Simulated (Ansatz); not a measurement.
# C₃H₁₀O₄Ti: a ladder of functionals and wavefunction methods

One table from this session's results is given with a row withheld; the runs are named, their logs left out.

Program: Ansatz 0.2.0, Gaussian basis. Level of theory: functionals in def2-TZVPP, the program's frozen cores in correlated methods. These are calculated values, not measurements.

Levels to be run: LDA (SPW92), PBE-D4, revPBE-D4, BLYP-D4, r2SCAN-D4, B97M-V, PBE0-D4, B3LYP-D4, r2SCANh-D4, r2SCAN0-D4, HSE06-D4, BHLYP-D4, CAM-B3LYP-D4, LC-ωPBE, ωB97X-V, ωB97M-V, B2PLYP, PBE-QIDH; CCSD(T)/def2-SVP; CCSD(T)/def2-TZVPP; MP2/def2-QZVPP; extrapolation to the limit; RPA on PBE.

**The relaxed structure**

All runs share one geometry, relaxed beforehand with PBE0-D4 in a triple-zeta def2 set.

SMILES `C[O][Ti]([OH])([O]C)[O]C`, 18 atoms, charge 0, spin multiplicity 1.

Atoms are counted from 1 here; the program's logs count them from 0.

Bond lengths: C1–O2 1.392 Å, C1–H9 1.095 Å, C1–H10 1.096 Å, C1–H11 1.095 Å, O2–Ti3 1.787 Å, Ti3–O4 1.815 Å, Ti3–O5 1.786 Å, Ti3–O7 1.787 Å, O4–H12 0.957 Å, O5–C6 1.391 Å, C6–H13 1.096 Å, C6–H14 1.096 Å, C6–H15 1.095 Å, O7–C8 1.391 Å, C8–H16 1.095 Å, C8–H17 1.096 Å, C8–H18 1.096 Å. Angles: O2–C1–H9 110.2°, O2–C1–H10 111.3°, O2–C1–H11 110.1°, H9–C1–H10 108.5°, H9–C1–H11 108.3°, H10–C1–H11 108.4°, C1–O2–Ti3 144.7°, O2–Ti3–O4 110.1°, O2–Ti3–O5 108.1°, O2–Ti3–O7 109.6°, O4–Ti3–O5 108.8°, O4–Ti3–O7 110.0°, O5–Ti3–O7 110.2°, Ti3–O4–H12 128.9°, Ti3–O5–C6 147.3°, O5–C6–H13 110.3°, O5–C6–H14 111.2°, O5–C6–H15 110.0° and more.

Geometry (Å):

```
C    -2.1811    1.6212   -0.2142
O    -1.2754    0.8854    0.5437
Ti    0.3296    0.1003    0.5396
O     1.3973    0.8568    1.7968
O     1.0668    0.3516   -1.0676
C     2.1489    0.8319   -1.7971
O     0.1445   -1.6464    0.8672
C    -0.7269   -2.7204    1.0119
H    -2.3000    2.6246    0.2087
H    -1.8441    1.7186   -1.2528
H    -3.1601    1.1300   -0.2125
H     1.9178    0.4309    2.4783
H     2.7047    0.0004   -2.2444
H     2.8321    1.4062   -1.1611
H     1.7978    1.4831   -2.6048
H    -0.4327   -3.3268    1.8752
H    -1.7574   -2.3794    1.1644
H    -0.6994   -3.3568    0.1204
```

The first run:

Input file in.yaml:

```yaml
crystal:
  periodic: [false, false, false]
  atoms:
    - {symbol: C, position_ang: [-2.181111, 1.621189, -0.214219]}
    - {symbol: O, position_ang: [-1.275380, 0.885354, 0.543749]}
    - {symbol: Ti, position_ang: [0.329644, 0.100252, 0.539624]}
    - {symbol: O, position_ang: [1.397304, 0.856820, 1.796838]}
    - {symbol: O, position_ang: [1.066785, 0.351575, -1.067571]}
    - {symbol: C, position_ang: [2.148944, 0.831946, -1.797094]}
    - {symbol: O, position_ang: [0.144465, -1.646414, 0.867181]}
    - {symbol: C, position_ang: [-0.726926, -2.720397, 1.011859]}
    - {symbol: H, position_ang: [-2.300008, 2.624559, 0.208669]}
    - {symbol: H, position_ang: [-1.844086, 1.718598, -1.252849]}
    - {symbol: H, position_ang: [-3.160101, 1.129988, -0.212524]}
    - {symbol: H, position_ang: [1.917760, 0.430921, 2.478350]}
    - {symbol: H, position_ang: [2.704697, 0.000418, -2.244368]}
    - {symbol: H, position_ang: [2.832145, 1.406229, -1.161066]}
    - {symbol: H, position_ang: [1.797848, 1.483113, -2.604822]}
    - {symbol: H, position_ang: [-0.432688, -3.326780, 1.875192]}
    - {symbol: H, position_ang: [-1.757416, -2.379370, 1.164418]}
    - {symbol: H, position_ang: [-0.699379, -3.356800, 0.120431]}
basis:
  gaussian: {orbitals: def2-TZVPP}
hamiltonian: {xc: lda}
output: {orbitals: {seedname: orbitals}}
```

Command:

```
ansatz run in.yaml --threads 5 --pin off --events-out ev --progress --plain --max-ram 66560MiB --backend cuda --devices 0, --max-vram 37GiB
```

Steps of the session up to this table: LDA; PBE-D4 (GGA); revPBE-D4 (GGA); BLYP-D4 (GGA); r2SCAN-D4 (meta-GGA); B97M-V (meta-GGA); B3LYP-D4 (hybrid); r2SCANh-D4 (hybrid); r2SCAN0-D4 (hybrid); HSE06-D4 (hybrid); BHLYP-D4 (hybrid); CAM-B3LYP-D4 (range-separated); LC-ωPBE (range-separated); ωB97X-V (range-separated); ωB97M-V (range-separated); B2PLYP (double hybrid); PBE-QIDH (double hybrid).

One table of the session follows, with a row left open; its other results are not shown here.

It belongs to the step «Orbital energies across the functionals». 

| functional | HOMO (eV) | gap (eV) |
| --- | --- | --- |
| LDA (SPW92) | -6.31 | 4.38 |
| PBE-D4 | ? | ? |
| revPBE-D4 | -6.11 | 4.47 |
| BLYP-D4 | -6.08 | 4.45 |
| r2SCAN-D4 | -6.49 | 4.87 |
| B97M-V | -6.62 | 4.96 |
| PBE0-D4 | -7.70 | 6.95 |
| B3LYP-D4 | -7.47 | 6.44 |
| r2SCANh-D4 | -7.07 | 5.82 |
| r2SCAN0-D4 | -7.94 | 7.27 |
| HSE06-D4 | -7.30 | 6.17 |
| BHLYP-D4 | -9.21 | 9.60 |
| CAM-B3LYP-D4 | -9.13 | 9.49 |
| LC-ωPBE | -10.42 | 11.96 |
| ωB97X-V | -10.12 | 11.60 |
| ωB97M-V | -10.06 | 11.25 |

Q: Estimate the row for PBE-D4 from the others.

**Answer.** HOMO (eV): -6.17; gap (eV): 4.45. In the column «HOMO (eV)» it lies between LDA (SPW92) (-6.31) and revPBE-D4 (-6.11).
